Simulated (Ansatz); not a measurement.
**C2H7AlSe: basis-set convergence**

An exercise on one series of results from a longer session: the logs are not shown, and one member is left open.

The runs use Ansatz 0.2.0, Gaussian basis; one geometry, several basis sets.

Levels to be run: PBE0-D4/def2-SVP; ωB97M-V/def2-SVP; PBE0-D4/def2-QZVPP; ωB97M-V/def2-QZVPP; the functionals' def2-TZVPP values are taken from earlier runs.

## Structure used throughout

The geometry comes from an earlier relaxation with PBE0-D4 in a triple-zeta def2 set; it is a stationary point, not always the lowest conformer.

SMILES `[CH3][AlH][Se]C`, 11 atoms, charge 0, spin multiplicity 1.

Atoms are counted from 1 here; the program's logs count them from 0.

Bond lengths: C1–Al2 1.950 Å, C1–H5 1.096 Å, C1–H6 1.093 Å, C1–H7 1.093 Å, Al2–Se3 2.311 Å, Al2–H8 1.585 Å, Se3–C4 1.964 Å, C4–H9 1.087 Å, C4–H10 1.088 Å, C4–H11 1.087 Å. Angles: Al2–C1–H5 110.2°, Al2–C1–H6 112.7°, Al2–C1–H7 111.2°, H5–C1–H6 107.2°, H5–C1–H7 107.0°, H6–C1–H7 108.3°, C1–Al2–Se3 120.9°, C1–Al2–H8 124.2°, Se3–Al2–H8 115.0°, Al2–Se3–C4 100.3°, Se3–C4–H9 110.7°, Se3–C4–H10 106.6°, Se3–C4–H11 110.1°, H9–C4–H10 109.4°, H9–C4–H11 110.4°, H10–C4–H11 109.5°.

The first run:

Input file in.yaml:

```yaml
crystal:
  periodic: [false, false, false]
  atoms:
    - {symbol: C, position_ang: [-1.556025, 0.644429, 0.433020]}
    - {symbol: Al, position_ang: [-0.210184, -0.268834, 1.509112]}
    - {symbol: Se, position_ang: [1.776346, -0.982312, 0.567226]}
    - {symbol: C, position_ang: [1.498373, -0.428356, -1.296747]}
    - {symbol: H, position_ang: [-1.382349, 1.726159, 0.447867]}
    - {symbol: H, position_ang: [-1.544739, 0.329527, -0.613198]}
    - {symbol: H, position_ang: [-2.560747, 0.476779, 0.830629]}
    - {symbol: H, position_ang: [-0.356150, -0.555193, 3.060900]}
    - {symbol: H, position_ang: [1.167772, 0.606136, -1.345579]}
    - {symbol: H, position_ang: [2.460533, -0.524802, -1.795946]}
    - {symbol: H, position_ang: [0.772670, -1.080635, -1.776783]}
basis:
  gaussian: {orbitals: def2-SVP}
hamiltonian: {xc: pbe0, dispersion: d4}
output: {orbitals: {seedname: orbitals}}
```

Launch:

```
> ansatz run in.yaml --threads 4 --pin off --events-out ev --progress --plain --max-ram 10444MiB
```

Steps of the session up to this table: PBE0-D4 in def2-SVP; ωB97M-V in def2-SVP; PBE0-D4 in def2-QZVPP; ωB97M-V in def2-QZVPP.

One table of the session follows, with a row left open; its other results are not shown here.

It belongs to the step «Functionals by basis». 

| functional | basis | HOMO (eV) |
| --- | --- | --- |
| PBE0-D4 | def2-SVP | -6.65 |
| PBE0-D4 | def2-TZVPP | -6.73 |
| PBE0-D4 | def2-QZVPP | -6.74 |
| ωB97M-V | def2-SVP | ? |
| ωB97M-V | def2-TZVPP | -8.85 |
| ωB97M-V | def2-QZVPP | -8.86 |

Q: Estimate the row for ωB97M-V, def2-SVP from the others.

The run gave: HOMO (eV): -8.74. In the column «HOMO (eV)» it lies between ωB97M-V, def2-TZVPP (-8.85) and PBE0-D4, def2-QZVPP (-6.74).
